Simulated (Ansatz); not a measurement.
# CuH2 (CdI2 type): a single-point run

Wanted: a converged single-point run for CuH2 (CdI2 type), and a check of what comes out. The structure is shown as the input types it.

Computed with Ansatz 0.2.0 (DFT, PBE, all-electron LAPW, scalar-relativistic, unless a step's input says otherwise).

**1. Starting point**

Symmetry: P-3m1, No. 164, trigonal system. Conventional cell: a = 2.558 Å, b = 2.558 Å, c = 4.873 Å, α = 90.00°, β = 90.00°, γ = 120.00°. Cu (site symmetry -3m) has 6 H at 1.77 Å as nearest neighbours. Around H (site symmetry 3m) lie 3 Cu at 1.77 Å.

Structure file:

```cif
data_structure
_symmetry_space_group_name_H-M 'P 1'
_symmetry_Int_Tables_number 1
_cell_length_a 2.5576
_cell_length_b 2.5576
_cell_length_c 4.8725
_cell_angle_alpha 90.000
_cell_angle_beta 90.000
_cell_angle_gamma 120.000
_cell_volume 27.60
loop_
_atom_site_label
_atom_site_type_symbol
_atom_site_fract_x
_atom_site_fract_y
_atom_site_fract_z
_atom_site_occupancy
Cu1 Cu 0.00000 0.00000 0.00000 1
H1 H 0.33333 0.66667 0.19960 1
H2 H 0.66667 0.33333 0.80040 1
```

**2. Running it**

Input file input.yaml:

```yaml
crystal:
  lattice:
    - [2.5576488808, 0.0, 0.0]
    - [-1.2788244404, 2.2149889047, 0.0]
    - [0.0, 0.0, 4.8725133106]
  atoms:
    - { symbol: Cu, position: [0.0, 0.0, 0.0] }
    - { symbol: H, position: [0.3333333333, 0.6666666667, 0.1996021845] }
    - { symbol: H, position: [0.6666666667, 0.3333333333, 0.8003978155] }
kpoints:
  mp_grid: { grid: [14, 14, 8] }
  band_path:
    path:
      - [0.0, 0.0, 0.0]
      - [0.5, 0.0, 0.0]
      - [0.3333333333, 0.3333333333, 0.0]
      - [0.0, 0.0, 0.0]
      - [0.0, 0.0, 0.5]
      - [0.5, 0.0, 0.5]
      - [0.3333333333, 0.3333333333, 0.5]
      - [0.0, 0.0, 0.5]
      - [0.5, 0.0, 0.5]
    npoints: 14
scf:
  occupations: { method: fermi_dirac, width: 2.0 }
  max_iter: 75
hamiltonian:
  xc: pbe
  pseudopotentials: { kind: all_electron, lapw: { basis_error: 0.001 } }
output:
  forces: true
  stress: true
  eigenvalues: true
  populations: true
```

Started as:

```console
ansatz run input.yaml --threads 1 --pin off --max-ram 3072MiB --backend cpu --events-out ev --progress --plain --runs-dir out
```

**Question.** How will this run end, and is anything wrong with its input?

This run ends as converged. It gives a pressure of 21 GPa, which is large; a structure far from rest gives such values too, whatever the setting.

In the input, scf.occupations.width is 2.0. Occupations are smeared over electronvolts, wider than many features of the bands. A Fermi-Dirac width of 2 eV is an electron temperature of 23200 K.

To check: set scf.occupations.width to 0.05.
